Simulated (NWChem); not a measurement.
# CH3Br (bromomethane): levels of theory compared

Aim: a comparison of 3 runs (B3LYP/cc-pVTZ, M06-L/cc-pVTZ, PBE0/cc-pVTZ) of CH3Br (bromomethane). 

The calculation is run with NWChem 7.3.0.

**1. The structure to begin with**

CH3Br has 5 atoms, charge 0, and is taken as a singlet. As SMILES, `CBr`. The shape is that of a PBE0-D4/def2-TZVP optimisation.

Bond lengths: C1–Br2 1.933 Å, C1–H3 1.086 Å, C1–H4 1.086 Å, C1–H5 1.086 Å. Angles: Br2–C1–H3 108.0°, Br2–C1–H4 108.0°, Br2–C1–H5 108.0°, H3–C1–H4 110.9°, H3–C1–H5 110.9°, H4–C1–H5 110.9°.

**2. Energy and forces at B3LYP/cc-pVTZ (run 1)**

Contents of run.py:

```python
from ase import Atoms
from ase.calculators.nwchem import NWChem

mol = Atoms(['C', 'Br', 'H', 'H', 'H'], positions=[
    [-0.106300, 0.123600, 0.088400],
    [1.001100, -1.164400, -0.833200],
    [0.516500, 0.973700, 0.351300],
    [-0.506300, -0.354100, 0.978000],
    [-0.905000, 0.421200, -0.584500],
])

calc = NWChem(
    label='ch3br',
    theory='dft',
    memory='2200 mb',
    basis='cc-pVTZ',
    basispar='spherical bse',
    dft={'xc': 'b3lyp', 'mult': '1', 'grid': 'fine', 'convergence': 'energy 1e-08', 'iterations': '100', 'mulliken': None},
)
mol.calc = calc

forces = mol.get_forces()
print(f"energy = {mol.get_potential_energy():.6f} eV")
print("forces (eV/A):")
for s, f in zip(mol.symbols, forces):
    print(f"{s:2s} {f[0]:10.5f} {f[1]:10.5f} {f[2]:10.5f}")
print("dipole (e A):", mol.get_dipole_moment().round(4))
```

On the command line:

```sh
$ export ASE_NWCHEM_COMMAND="nwchem PREFIX.nwi > PREFIX.nwo"
$ python run.py
```

Log:

```text
energy = -71134.939730 eV
forces (eV/A):
C    -0.25783    0.30447    0.22158
Br    0.25906   -0.30149   -0.21592
H    -0.06289   -0.05039   -0.00905
H     0.01702    0.05312   -0.05713
H     0.04463   -0.00566    0.06047
dipole (e A): [-0.2243  0.2609  0.1867]
```

The calculator wrote ch3br.nwi:

```
title "ch3br"

permanent_dir ch3br

scratch_dir ch3br

start ch3br

geometry units angstrom nocenter noautosym noautoz
  C  -1.0630000000000001e-01 1.2360000000000000e-01 8.8400000000000006e-02
  Br 1.0011000000000001e+00 -1.1644000000000001e+00 -8.3320000000000005e-01
  H  5.1649999999999996e-01 9.7370000000000001e-01 3.5130000000000000e-01
  H  -5.0629999999999997e-01 -3.5410000000000003e-01 9.7799999999999998e-01
  H  -9.0500000000000003e-01 4.2120000000000002e-01 -5.8450000000000002e-01
end

memory 2200 mb

basis spherical bse noprint
   * library cc-pVTZ
end

dft
  xc b3lyp
  mult 1
  grid fine
  convergence energy 1e-08
  iterations 100
  mulliken
end

task dft gradient
```

ch3br.nwo:

```text
Northwest Computational Chemistry Package (NWChem) 7.3.0
             --------------------------------------------------------

           Job information
           ---------------

    nwchem branch   = 7.3.0
    use scalapack   = T
    input           = ch3br.nwi
    prefix          = ch3br.
    data base       = ch3br/ch3br.db
    status          = startup
    nproc           =        1

           Memory information
           ------------------

    heap     =     72089600 doubles =      550.0 Mbytes
    stack    =     72089597 doubles =      550.0 Mbytes
    global   =    144179200 doubles =     1100.0 Mbytes (distinct from heap & stack)
    total    =    288358397 doubles =     2200.0 Mbytes
    verify   = yes
    hardfail = no

[... 98 lines left out ...]
  convergence criterion.
[... 40 lines left out ...]
          Spatial weights used:  Erf1
[... 68 lines left out ...]
         Total DFT energy =    -2614.160839370947
[... 3 lines left out ...]
 Nuclear repulsion energy =       89.459749693584
[... 890 lines left out ...]
          Convergence on gradient requested:  5.00D-04
[... 27 lines left out ...]
          total energy or number of iterations.
[... 28 lines left out ...]
    atom               coordinates                        gradient
                 x          y          z           x          y          z
   1 C      -0.200878   0.233570   0.167052    0.005014  -0.005921  -0.004309
   2 Br      1.891805  -2.200397  -1.574520   -0.005038   0.005863   0.004199
   3 H       0.976043   1.840026   0.663861    0.001223   0.000980   0.000176
   4 H      -0.956768  -0.669152   1.848152   -0.000331  -0.001033   0.001111
   5 H      -1.710202   0.795953  -1.104545   -0.000868   0.000110  -0.001176

                 ----------------------------------------
                 |  Time  |  1-e(secs)   |  2-e(secs)   |
                 ----------------------------------------
                 |  CPU   |       0.01   |      29.68   |
                 ----------------------------------------
                 |  WALL  |       0.01   |      29.68   |
                 ----------------------------------------

 Task  times  cpu:       84.6s     wall:       84.6s
 Total times  cpu:       84.6s     wall:       84.6s
```

It took 86 s on 1 thread of AMD EPYC 9R45 (Zen 5), shared host; peak memory 0.14 GiB.

**3. Energy and forces at M06-L/cc-pVTZ (run 2)**

Contents of run.py:

```python
from ase import Atoms
from ase.calculators.nwchem import NWChem

molecule = Atoms(['C', 'Br', 'H', 'H', 'H'], positions=[
    [-0.106300, 0.123600, 0.088400],
    [1.001100, -1.164400, -0.833200],
    [0.516500, 0.973700, 0.351300],
    [-0.506300, -0.354100, 0.978000],
    [-0.905000, 0.421200, -0.584500],
])

calc = NWChem(
    label='a',
    theory='dft',
    memory='2200 mb',
    basis='cc-pVTZ',
    basispar='spherical bse',
    dft={'xc': 'm06-l', 'mult': '1', 'grid': 'fine', 'convergence': 'energy 1e-08', 'iterations': '100', 'mulliken': None},
)
molecule.calc = calc

forces = molecule.get_forces()
print("Total energy (eV):", round(molecule.get_potential_energy(), 6))
print("forces (eV/A):")
for s, f in zip(molecule.symbols, forces):
    print(f"{s:2s} {f[0]:10.5f} {f[1]:10.5f} {f[2]:10.5f}")
print("dipole (e A):", molecule.get_dipole_moment().round(4))
```

On the command line:

```sh
$ export ASE_NWCHEM_COMMAND="nwchem PREFIX.nwi > PREFIX.nwo"
$ python run.py
```

Log:

```text
Total energy (eV): -71131.173559
forces (eV/A):
C    -0.00967    0.01527    0.01502
Br    0.04294   -0.05014   -0.03625
H    -0.11894   -0.07251   -0.00602
H     0.01795    0.10506   -0.08906
H     0.06777    0.00237    0.11632
dipole (e A): [-0.212   0.2466  0.1765]
```

The calculator wrote a.nwi:

```
title "a"

permanent_dir a

scratch_dir a

start a

geometry units angstrom nocenter noautosym noautoz
  C  -1.0630000000000001e-01 1.2360000000000000e-01 8.8400000000000006e-02
  Br 1.0011000000000001e+00 -1.1644000000000001e+00 -8.3320000000000005e-01
  H  5.1649999999999996e-01 9.7370000000000001e-01 3.5130000000000000e-01
  H  -5.0629999999999997e-01 -3.5410000000000003e-01 9.7799999999999998e-01
  H  -9.0500000000000003e-01 4.2120000000000002e-01 -5.8450000000000002e-01
end

memory 2200 mb

basis spherical bse noprint
   * library cc-pVTZ
end

dft
  xc m06-l
  mult 1
  grid fine
  convergence energy 1e-08
  iterations 100
  mulliken
end

task dft gradient
```

a.nwo:

```text
Northwest Computational Chemistry Package (NWChem) 7.3.0
             --------------------------------------------------------

           Job information
           ---------------

    nwchem branch   = 7.3.0
    use scalapack   = T
    input           = a.nwi
    prefix          = a.
    data base       = a/a.db
    status          = startup
    nproc           =        1

           Memory information
           ------------------

    heap     =     72089600 doubles =      550.0 Mbytes
    stack    =     72089597 doubles =      550.0 Mbytes
    global   =    144179200 doubles =     1100.0 Mbytes (distinct from heap & stack)
    total    =    288358397 doubles =     2200.0 Mbytes
    verify   = yes
    hardfail = no

[... 98 lines left out ...]
  convergence criterion.
[... 37 lines left out ...]
          Spatial weights used:  Erf1
[... 72 lines left out ...]
         Total DFT energy =    -2614.022435139854
[... 3 lines left out ...]
 Nuclear repulsion energy =       89.459749693584
[... 888 lines left out ...]
          Convergence on gradient requested:  5.00D-04
[... 24 lines left out ...]
          total energy or number of iterations.
[... 28 lines left out ...]
    atom               coordinates                        gradient
                 x          y          z           x          y          z
   1 C      -0.200878   0.233570   0.167052    0.000188  -0.000297  -0.000292
   2 Br      1.891805  -2.200397  -1.574520   -0.000835   0.000975   0.000705
   3 H       0.976043   1.840026   0.663861    0.002313   0.001410   0.000117
   4 H      -0.956768  -0.669152   1.848152   -0.000349  -0.002043   0.001732
   5 H      -1.710202   0.795953  -1.104545   -0.001318  -0.000046  -0.002262

                 ----------------------------------------
                 |  Time  |  1-e(secs)   |  2-e(secs)   |
                 ----------------------------------------
                 |  CPU   |       0.01   |      29.87   |
                 ----------------------------------------
                 |  WALL  |       0.01   |      29.87   |
                 ----------------------------------------

 Task  times  cpu:       87.1s     wall:       87.1s
 Total times  cpu:       87.1s     wall:       87.1s
```

It took 88 s on 1 thread of AMD EPYC 9R45 (Zen 5), shared host; peak memory 0.14 GiB.

**4. Energy and forces at PBE0/cc-pVTZ (run 3)**

Contents of ch3br.nw:

```
start ch3br
title "CH3Br"
memory 2200 mb
charge 0

geometry units angstroms noautosym nocenter noautoz
   C    -0.106300    0.123600    0.088400
   Br    1.001100   -1.164400   -0.833200
   H     0.516500    0.973700    0.351300
   H    -0.506300   -0.354100    0.978000
   H    -0.905000    0.421200   -0.584500
end

basis spherical bse
   * library cc-pVTZ
end

dft
   xc pbe0
   mult 1
   grid fine
   convergence energy 1e-08
   iterations 100
   mulliken
end

task dft gradient
```

On the command line:

```sh
$ nwchem ch3br.nw > ch3br.out
```

Log:

```text
[...]
          Wavefunction type:  closed shell.
          No. of atoms     :     5
          No. of electrons :    44
[...]
          Charge           :     0
          Spin multiplicity:     1
[...]
          AO basis - number of functions:   115
[...]
              XC Information
              --------------
                         PBE0 Method XC Functional
                     Hartree-Fock (Exact) Exchange  0.250
          PerdewBurkeErnzerhof Exchange Functional  0.750
            Perdew 1991 LDA Correlation Functional  1.000 local
           PerdewBurkeErnz. Correlation Functional  1.000 non-local
[...]
 d= 0,ls=0.0,diis     1  -2613.7527156477 -2.70D+03  3.67D-03  3.87D-01    10.8
[...]
 d= 0,ls=0.0,diis     8  -2613.7779784876 -1.85D-09  1.37D-07  6.33D-10    54.1
         Total DFT energy =    -2613.777978487643
      One electron energy =    -3813.594256250174
           Coulomb energy =     1207.868502045154
    Exchange-Corr. energy =      -97.511973976207
 Nuclear repulsion energy =       89.459749693584
[...]
      Total Density - Mulliken Population Analysis
     ---------------------------------------------
    Atom       Charge   Shell Charges
 -----------   ------   -------------------------------------------------------
    1 C    6     6.26   1.96  0.18  0.80  0.31  0.84  1.53  0.56  0.01  0.06  0.00
    2 Br  35    35.13   2.00  2.01  1.90  0.43  1.11  0.51  6.00  5.83  1.23  2.82  1.23  9.65  0.36  0.04  0.01
    3 H    1     0.87   0.27  0.47  0.09  0.01  0.03  0.00
    4 H    1     0.87   0.27  0.47  0.09  0.01  0.03  0.00
    5 H    1     0.87   0.27  0.47  0.09  0.01  0.03  0.00
[...]
  wavefunction    = closed shell
                         DFT ENERGY GRADIENTS
    atom               coordinates                        gradient
                 x          y          z           x          y          z
   1 C      -0.200878   0.233570   0.167052    0.000365  -0.000516  -0.000443
   2 Br      1.891805  -2.200397  -1.574520   -0.000244   0.000287   0.000208
   3 H       0.976043   1.840026   0.663861    0.000342   0.000399   0.000112
   4 H      -0.956768  -0.669152   1.848152   -0.000168  -0.000260   0.000407
   5 H      -1.710202   0.795953  -1.104545   -0.000296   0.000091  -0.000283
[...]
```

Wall time 86 s (1 thread of AMD EPYC 9R45 (Zen 5), shared host); peak memory 0.14 GiB.

**5. The series**

| run | level | energy (Eh) | dipole moment (D) | HOMO energy (eV) | LUMO energy (eV) | wall time |
| --- | --- | --- | --- | --- | --- | --- |
| 1 | B3LYP/cc-pVTZ | -2614.160839 | 1.88 | -7.68 | -0.29 | 86 s |
| 2 | M06-L/cc-pVTZ | -2614.022435 | 1.78 | -6.83 | -0.45 | 88 s |
| 3 | PBE0/cc-pVTZ | -2613.777978 | 1.91 | -7.94 | 0.02 | 86 s |

**6. Outcome**

| quantity | value |
| --- | --- |
| run 3: total energy | -2613.77798 Eh |
| run 3: dipole moment | 1.91 D |
| run 3: HOMO energy | -7.94 eV |
| run 3: LUMO energy | 0.02 eV |
| run 3: HOMO–LUMO gap | 7.95 eV |
| run 3: largest force on an atom | 0.040 eV/Å |

**Reading.** The dipole moment (its size) runs from 1.78 D (M06-L/cc-pVTZ) to 1.91 D (PBE0/cc-pVTZ). The HOMO–LUMO gap runs from 6.38 eV (M06-L/cc-pVTZ) to 7.95 eV (PBE0/cc-pVTZ). Totals of different functionals can't be ranked against each other. All runs together took 4.3 min, the longest 88 s.
